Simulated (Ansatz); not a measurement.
# AlClH4OSSi: small, medium and large basis sets

Aim: see how fast density functionals converge with the basis set for AlClH4OSSi.

The runs use Ansatz 0.2.0, Gaussian basis; one geometry, several basis sets.

The runs, in order: PBE0-D4/def2-SVP; ωB97M-V/def2-SVP; PBE0-D4/def2-QZVPP; ωB97M-V/def2-QZVPP; the functionals' def2-TZVPP values are taken from earlier runs.

## (1) The geometry

An earlier PBE0-D4 in a triple-zeta def2 set relaxation fixed the geometry.

SMILES `[SiH3][O][Al]([SH])[Cl]`, 9 atoms, charge 0, spin multiplicity 1.

Atoms are counted from 1 here; the program's logs count them from 0.

Bond lengths: Si1–O2 1.629 Å, Si1–H6 1.486 Å, Si1–H7 1.486 Å, Si1–H8 1.486 Å, O2–Al3 1.668 Å, Al3–S4 2.161 Å, Al3–Cl5 2.081 Å, S4–H9 1.345 Å. Angles: O2–Si1–H6 110.2°, O2–Si1–H7 109.3°, O2–Si1–H8 109.9°, H6–Si1–H7 109.1°, H6–Si1–H8 109.2°, H7–Si1–H8 109.1°, Si1–O2–Al3 165.9°, O2–Al3–S4 120.9°, O2–Al3–Cl5 120.6°, S4–Al3–Cl5 118.4°, Al3–S4–H9 92.0°.

## (2) PBE0-D4 in def2-SVP

File in.yaml:

```yaml
crystal:
  periodic: [false, false, false]
  atoms:
    - {symbol: Si, position_ang: [-1.749216, -0.032585, 0.068496]}
    - {symbol: O, position_ang: [-0.122769, 0.037633, -0.000707]}
    - {symbol: Al, position_ang: [1.474860, 0.512683, -0.068778]}
    - {symbol: S, position_ang: [3.066885, -0.947539, -0.108119]}
    - {symbol: Cl, position_ang: [1.979671, 2.531337, -0.117370]}
    - {symbol: H, position_ang: [-2.344868, 0.812917, -0.998549]}
    - {symbol: H, position_ang: [-2.188356, -1.438913, -0.123777]}
    - {symbol: H, position_ang: [-2.220858, 0.447499, 1.393365]}
    - {symbol: H, position_ang: [2.193151, -1.969334, -0.061661]}
basis:
  gaussian: {orbitals: def2-SVP}
hamiltonian: {xc: pbe0, dispersion: d4}
output: {orbitals: {seedname: orbitals}}
```

After this run come: ωB97M-V in def2-SVP; PBE0-D4 in def2-QZVPP; ωB97M-V in def2-QZVPP.

**Question.** What will the summary of the whole plan be? Wanted: PBE0-D4: double and triple zeta above quadruple; ωB97M-V: double and triple zeta above quadruple.

The runs gave:

```
                                       quantity           value
PBE0-D4: double and triple zeta above quadruple  17.24, 1.31 eV
ωB97M-V: double and triple zeta above quadruple  17.13, 1.23 eV
```

In words: PBE0-D4 gains 15.93 eV from double to triple zeta, then 1.31 eV more. Total energies overstate the basis error of differences, where much of it tends to cancel. The LUMO of ωB97M-V is positive and keeps falling with the basis (1.03 to 0.39 eV): an unbound level that the basis holds in place.
